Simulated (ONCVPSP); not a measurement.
# Titanium: generating and testing an ONCV potential

Task: generate the file, and judge it by its errors in other configurations, its logarithmic derivatives, its ghosts and its cutoff.

Program: ONCVPSP 4.0.1.1 (patched build). Reference atom: PBE, scalar-relativistic, spherical and spin-unpolarised. All values are calculated.

**1. Settings**

Typed settings, in words:

| Property | Result |
| --- | --- |
| element | titanium (Ti, Z = 22) |
| type | optimised norm-conserving Vanderbilt (ONCV) |
| frozen core | [Ne] 3s2 |
| valence charge | 10 |
| reference configuration | 3p6 3d2 4s2 |
| partial waves | 4s: rc 3.05 bohr, ncon 3, nbas 6, qcut 2.3 1/bohr, 2 projectors, debl 1.1 Ha; 3p: rc 1.10 bohr, ncon 4, nbas 9, qcut 7.6 1/bohr, 2 projectors, debl 2 Ha; 3d: rc 2.50 bohr, ncon 3, nbas 7, qcut 7.4 1/bohr, 3 projectors, debl 1.4 Ha |
| local potential | polynomial inside 0.85 bohr (lpopt 1, dvloc0 2 Ha) |
| core correction | not asked for |

The outer shells as boxes (Hund's rule for the drawing; the calculation is spin-unpolarised):

```
[Ne] core
3s [↑↓]
3p [↑↓][↑↓][↑↓]
3d [↑ ][↑ ][  ][  ][  ]
4s [↑↓]
```

**2. Generation**

File Ti.dat:

```
# ATOM AND REFERENCE CONFIGURATION
# atsym  z   nc   nv     iexc    psfile
  Ti 22.00    4    3        4      upf
#
#   n    l    f
    1    0    2.00
    2    0    2.00
    2    1    6.00
    3    0    2.00
    3    1    6.00
    3    2    2.00
    4    0    2.00
#
# PSEUDOPOTENTIAL AND OPTIMIZATION
# lmax
    2
#
#   l,   rc,      ep,       ncon, nbas, qcut
    0    3.05    0.00    3    6    2.30
    1    1.10    0.00    4    9    7.60
    2    2.50    0.00    3    7    7.40
#
# LOCAL POTENTIAL
# lloc, lpopt,  rc(5),   dvloc0
    4    1    0.85    2.00
#
# VANDERBILT-KLEINMAN-BYLANDER PROJECTORs
# l, nproj, debl
    0    2    1.10
    1    2    2.00
    2    3    1.40
#
# MODEL CORE CHARGE
# icmod, fcfact, rcfact
    0    0.00    0.00
#
# LOG DERIVATIVE ANALYSIS
# epsh1, epsh2, depsh
   -3.00    5.00    0.02
#
# OUTPUT GRID
# rlmax, drl
    6.00    0.01
#
# TEST CONFIGURATIONS
# ncnf
    4
# nvcnf
#   n    l    f
    3
    3    1    6.00
    3    2    2.00
    4    0    1.00
#
    3
    3    1    6.00
    3    2    2.00
    4    0    0.00
#
    3
    3    1    6.00
    3    2    1.00
    4    0    0.00
#
    3
    3    1    6.00
    3    2    3.00
    4    0    0.00
#
```

Started as:

```console
$ oncvpsp.x < Ti.dat > Ti.out
```

Output in Ti.out (without the consistency checks and plot data):

```text
ONCVPSP  (Optimized Norm-Conservinng Vanderbilt PSeudopotential)
scalar-relativistic version 4.0.1.1, modified

#   n    l    f        energy (Ha)
    1    0    2.00    -1.7892815E+02
    2    0    2.00    -1.9732061E+01
    2    1    6.00    -1.6326222E+01
    3    0    2.00    -2.3017400E+00
    3    1    6.00    -1.4281096E+00
    3    2    2.00    -1.5651097E-01
    4    0    2.00    -1.6415853E-01

Reference configufation results
  iterations    22
  all-electron total energy (Ha)   -8.53564434D+02

Begin loop to  construct optimized pseudo wave functions
and semi-local pseudopoentials for all angular momenta

   Wellstate for l =  0  n =  6
     eigenvalue =   0.9358
     asymptotic potential =   1.4358
     half-point radius =  6.4388

Calculating optimized projector #   1

 for l=   0

    Fraction of norm inside rc  0.409440
    Optimizing pswf for qcut=   2.30 a_B^-1,  ecut=   2.65 Ha
    Residual kinetic energy error=  2.89D-04 Ha

    Energy error per electron        Cutoff
         Ha          eV             Ha
         0.01000     0.27211        1.21
         0.00100     0.02721        2.22
         0.00010     0.00272        5.19
         0.00001     0.00027       11.90

Calculating optimized projector #   2

 for l=   0

    Fraction of norm inside rc  0.158440
    Optimizing pswf for qcut=   2.30 a_B^-1,  ecut=   2.65 Ha
    Residual kinetic energy error=  7.99D-03 Ha

    Energy error per electron        Cutoff
         Ha          eV             Ha
         0.01000     0.27211        2.54
         0.00100     0.02721        4.95
         0.00010     0.00272       11.48
         0.00001     0.00027       14.25

   Wellstate for l =  1  n =  4
     eigenvalue =   0.5719
     asymptotic potential =   1.0719
     half-point radius =  2.7178

Calculating optimized projector #   1

 for l=   1

    Fraction of norm inside rc  0.573294
    Optimizing pswf for qcut=   7.58 a_B^-1,  ecut=  28.75 Ha
    Residual kinetic energy error=  3.04D-04 Ha

    Energy error per electron        Cutoff
         Ha          eV             Ha
         0.01000     0.27211       14.49
         0.00100     0.02721       18.89
         0.00010     0.00272       91.08
         0.00001     0.00027      218.53

Calculating optimized projector #   2

 for l=   1

    Fraction of norm inside rc  0.091448
    Optimizing pswf for qcut=   7.58 a_B^-1,  ecut=  28.75 Ha
    Residual kinetic energy error=  1.02D-04 Ha

    Energy error per electron        Cutoff
         Ha          eV             Ha
         0.01000     0.27211       13.08
         0.00100     0.02721       17.60
         0.00010     0.00272       28.71
         0.00001     0.00027       97.72

   Wellstate for l =  2  n =  5
     eigenvalue =   1.2435
     asymptotic potential =   1.7435
     half-point radius =  4.7676

   Wellstate for l =  2  n =  6
     eigenvalue =   2.6435
     asymptotic potential =   3.1435
     half-point radius =  4.4426

Calculating optimized projector #   1

 for l=   2

    Fraction of norm inside rc  0.847241
    Optimizing pswf for qcut=   7.40 a_B^-1,  ecut=  27.38 Ha
    Residual kinetic energy error=  5.05D-08 Ha

    Energy error per electron        Cutoff
         Ha          eV             Ha
         0.01000     0.27211       14.48
         0.00100     0.02721       17.85
         0.00010     0.00272       20.53
         0.00001     0.00027       22.66

Calculating optimized projector #   2

 for l=   2

    Fraction of norm inside rc  0.260878
    Optimizing pswf for qcut=   7.40 a_B^-1,  ecut=  27.38 Ha
    Residual kinetic energy error=  1.96D-07 Ha

    Energy error per electron        Cutoff
         Ha          eV             Ha
         0.01000     0.27211       15.81
         0.00100     0.02721       19.33
         0.00010     0.00272       22.07
         0.00001     0.00027       24.34

Calculating optimized projector #   3

 for l=   2

    Fraction of norm inside rc  0.206790
    Optimizing pswf for qcut=   7.40 a_B^-1,  ecut=  27.38 Ha
    Residual kinetic energy error=  3.52D-06 Ha

    Energy error per electron        Cutoff
         Ha          eV             Ha
         0.01000     0.27211       18.36
         0.00100     0.02721       21.77
         0.00010     0.00272       24.48
         0.00001     0.00027       26.70

Construct Vanderbilt / Kleinmman-Bylander projectors

B matrix Hermiticity error, ll=   0
   1   2   -2.9074E-05

  Orthonormal projector coefficients  5.6453E+00  4.3311E-01

B matrix Hermiticity error, ll=   1
   1   2    2.1406E-04

  Orthonormal projector coefficients  5.4329E+00  1.4794E+00

B matrix Hermiticity error, ll=   2
   1   2   -6.3801E-05
   1   3    8.5062E-05
   2   3    7.0741E-05

  Orthonormal projector coefficients -1.0644E+01 -1.8264E+00 -1.0499E+00

Pseudoatom total energy  -37.150850

Diagnostic tests using Vanderbilt-Kleinman-Bylander pseudopotentials
  1 or more projectors used as specified by nproj input data

   l    rcore       rmatch      e in        delta e   norm test  slope test

   0   3.0546487   3.1473944  -0.1641585   0.0000103   1.0000296   1.0004460
   0   3.0546487   3.1473944   0.9358415   0.0000013   1.0000812   1.0000812

   1   1.1048531   1.1383988  -1.4281096  -0.0000210   1.0001063   1.0001468
   1   1.1048531   1.1383988   0.5718904   0.0000042   1.0002813   1.0002813

   2   2.5074247   2.5835556  -0.1565110  -0.0000006   1.0000374   1.0000395
   2   2.5074247   2.5835556   1.2434890  -0.0000036   1.0000607   1.0000607
   2   2.5074247   2.5835556   2.6434890  -0.0000060   1.0002543   1.0002543

 Testing for bound ghosts
   n   l    E NL Schr. Eq   E Basis Diag.   E Cutoff

       0                       -3.167899     13.41  WARNING - GHOST(-)
   1   0       -0.164148       -0.163003     13.41

   2   1       -1.428131       -1.424685    323.11

   3   2       -0.156512       -0.156126     54.85

 Testing for highly-localized positive-energy ghosts
       l    <radius>/rc     E Basis Diag.   E Cutoff

       2        0.364699        8.490958     54.85  WARNING - GHOST(+)

Test configuration 0

   n   l     f        eae           eps        diff
   1   0  2.0000 -178.92814636
   2   0  2.0000  -19.73206107
   2   1  6.0000  -16.32622220
   3   0  2.0000   -2.30174004
   3   1  6.0000   -1.42810959   -1.42813064   -2.10D-05
   3   2  2.0000   -0.15651097   -0.15651160   -6.22D-07
   4   0  2.0000   -0.16415853   -0.16414818    1.03D-05

    Total energies and differences
      AE_ref= -8.53564434D+02  AE_tst= -8.53564434D+02  dif=  0.00D+00
      PS_ref= -3.71508495D+01  PS_tst= -3.71508495D+01  dif= -4.97D-14
      PSP excitation error=  4.97D-14

Test configuration 1

   n   l     f        eae           eps        diff
   1   0  2.0000 -179.19977875
   2   0  2.0000  -19.99822907
   2   1  6.0000  -16.59286259
   3   0  2.0000   -2.56945398
   3   1  6.0000   -1.69605428   -1.69495614    1.10D-03
   3   2  2.0000   -0.41776036   -0.41806705   -3.07D-04
   4   0  1.0000   -0.38038938   -0.38053277   -1.43D-04

    Total energies and differences
      AE_ref= -8.53564434D+02  AE_tst= -8.53294436D+02  dif=  2.70D-01
      PS_ref= -3.71508495D+01  PS_tst= -3.68807688D+01  dif=  2.70D-01
      PSP excitation error= -8.25D-05

Test configuration 2

   n   l     f        eae           eps        diff
   1   0  2.0000 -179.52514372
   2   0  2.0000  -20.31618171
   2   1  6.0000  -16.91144416
   3   0  2.0000   -2.88664728
   3   1  6.0000   -2.01257144   -2.00990572    2.67D-03
   3   2  2.0000   -0.72322626   -0.72361121   -3.85D-04

    Total energies and differences
      AE_ref= -8.53564434D+02  AE_tst= -8.52795674D+02  dif=  7.69D-01
      PS_ref= -3.71508495D+01  PS_tst= -3.63818107D+01  dif=  7.69D-01
      PSP excitation error= -2.79D-04

Test configuration 3

   n   l     f        eae           eps        diff
   1   0  2.0000 -180.15988853
   2   0  2.0000  -20.98142276
   2   1  6.0000  -17.57409133
   3   0  2.0000   -3.49278910
   3   1  6.0000   -2.60632768   -2.58866363    1.77D-02
   3   2  1.0000   -1.27486526   -1.24962407    2.52D-02

    Total energies and differences
      AE_ref= -8.53564434D+02  AE_tst= -8.51805360D+02  dif=  1.76D+00
      PS_ref= -3.71508495D+01  PS_tst= -3.54016471D+01  dif=  1.75D+00
      PSP excitation error=  9.87D-03

Test configuration 4

   n   l     f        eae           eps        diff
   1   0  2.0000 -179.04183319
   2   0  2.0000  -19.81497727
   2   1  6.0000  -16.41195376
   3   0  2.0000   -2.40756705
   3   1  6.0000   -1.54122886   -1.53780866    3.42D-03
   3   2  3.0000   -0.29490433   -0.29823920   -3.33D-03

    Total energies and differences
      AE_ref= -8.53564434D+02  AE_tst= -8.53292677D+02  dif=  2.72D-01
      PS_ref= -3.71508495D+01  PS_tst= -3.68820286D+01  dif=  2.69D-01
      PSP excitation error=  2.94D-03
```

Wall time 5.9 s (1 thread of Neoverse-N1, shared host).

Partial waves on a coarse radial grid (AE all-electron, PS pseudo):

```
r (bohr)    4s AE   4s PS
   0.152   0.1127  0.0145
   0.305   0.1032  0.0306
   0.458  -0.0862  0.0498
   0.610  -0.2225  0.0727
   0.762  -0.2593  0.1002
   0.915  -0.2163  0.1324
   1.068  -0.1263  0.1689
   1.220  -0.0170  0.2089
   1.372   0.0948  0.2517
   1.525   0.1998  0.2969
   1.678   0.2926  0.3431
   1.830   0.3706  0.3889
   1.982   0.4346  0.4334
   2.135   0.4857  0.4752
   2.288   0.5247  0.5125
   2.440   0.5529  0.5432
   2.592   0.5720  0.5663
   2.745   0.5831  0.5808
   2.898   0.5871  0.5867
   3.050   0.5851  0.5851
   3.202   0.5782  0.5782
   3.355   0.5670  0.5670
   3.508   0.5524  0.5524
   3.660   0.5352  0.5352
   3.812   0.5160  0.5160
   3.965   0.4952  0.4952
```

**3. Transferability, from the output's test configurations**

Energies count from the reference configuration 3p6 3d2 4s2; the error is all-electron less pseudo.

```csv
valence configuration,charge,ΔE all-electron (eV),error AE − PS (meV)
3p6 3d2 4s1,+1,7.347,-2.2
3p6 3d2 4s0,+2,20.919,-7.6
3p6 3d1 4s0,+3,47.867,+269
3p6 3d3 4s0,+1,7.395,+80
```

**4. Scattering by logarithmic derivatives**

Taken from the files of the generation run. The phase is arctan(r·R′/R) of the radial function R, unwrapped, with energies in Ha. A pole is an energy at which the radial function vanishes at the test radius. The pseudo phase is shifted by a multiple of π to meet the all-electron one at the reference energy. Levels narrower than the energy grid can be missing from the poles. The last column is the largest difference on the grid between −0.5 and +0.5 Ha.

```tsv
channel	radius (bohr)	reference (Ha)	poles AE	poles PS	window around the reference with phases within 0.05 rad (Ha)	largest difference near zero (rad)
s	3.09	-0.16	-2.30, 0.53, 3.47	0.53, 2.73, 4.81	-2.3 to 1.5	0.001
p	1.12	-1.43	2.13	2.13	the whole range	0.000
d	2.54	-0.16	0.00, 2.48	0.00, 2.48	the whole range	0.001
```

Phases (rad) along the scan:

| E (Ha) | d AE | d PS | p AE | p PS |
| --- | --- | --- | --- | --- |
| -2.98 | 1.379 | 1.379 | -0.075 | -0.076 |
| -2.54 | 1.360 | 1.360 | -0.434 | -0.434 |
| -2.10 | 1.334 | 1.334 | -0.738 | -0.738 |
| -1.66 | 1.296 | 1.296 | -0.962 | -0.962 |
| -1.22 | 1.233 | 1.233 | -1.120 | -1.120 |
| -0.78 | 1.091 | 1.091 | -1.234 | -1.234 |
| -0.34 | 0.160 | 0.159 | -1.319 | -1.319 |
| 0.10 | -1.704 | -1.705 | -1.385 | -1.385 |
| 0.54 | -2.252 | -2.252 | -1.437 | -1.437 |
| 0.98 | -3.770 | -3.770 | -1.481 | -1.481 |
| 1.42 | -4.406 | -4.406 | -1.519 | -1.519 |
| 1.86 | -4.587 | -4.587 | -1.552 | -1.552 |
| 2.30 | -4.682 | -4.682 | -1.582 | -1.582 |
| 2.74 | -4.756 | -4.756 | -1.611 | -1.611 |
| 3.18 | -4.840 | -4.840 | -1.638 | -1.638 |
| 3.62 | -4.997 | -4.998 | -1.665 | -1.665 |
| 4.06 | -5.696 | -5.713 | -1.692 | -1.693 |
| 4.50 | -7.350 | -7.356 | -1.721 | -1.722 |
| 4.94 | -7.640 | -7.641 | -1.752 | -1.754 |

**5. Convergence and ghost test**

Read off the output, the cutoffs (Ha) at which the residual kinetic energy of the hardest occupied pseudo-wave falls to 1 and 0.1 mHa per electron: 19 Ha and 91 Ha.

The program's own ghost test: GHOST(-) flagged for s at -86.2 eV; GHOST(+) flagged for d at 231.1 eV.

Cutoff (Ha) at which the first wave of each channel reaches a given error (Ha per electron):

```csv
error,s,p,d
1.0e-02,1.2,14.5,14.5
3.2e-03,1.7,16.6,16.2
1.0e-03,2.2,18.9,17.9
3.2e-04,2.8,27.9,19.2
1.0e-04,5.2,91.1,20.5
3.2e-05,8.8,196.7,21.7
1.0e-05,11.9,218.5,22.7
```

**6. Outcome**

| quantity | value |
| --- | --- |
| cutoffs for 1 and 0.1 mHa per electron, occupied waves | 19 Ha and 91 Ha |
| bound ghosts | s at -86.20 eV |
| GHOST(+) flags | d at 231 eV |
| largest test error (AE − PS) | +269 meV, for 3p6 3d1 4s0 |
| largest phase difference near zero energy, channels read | 0.001 rad |

A bound ghost (s) makes it unfit for use: electrons can fall into a state that the atom doesn't have. By total energies transferability is poor: the largest error is 269 meV on 47.9 eV, for 3p6 3d1 4s0. That test lies far up in energy; among those under 40 eV, nearer to bonding, the largest error is 80 meV. It counts as of middling hardness, with 19 Ha needed at the looser tolerance. The tighter tolerance needs 91 Ha, and converged work needs a cutoff nearer that. Near zero energy the phases of the channels with partial waves agree within 0.001 rad. The program also flags highly localised states, GHOST(+) (d). All of this concerns the isolated atom, not yet a solid.
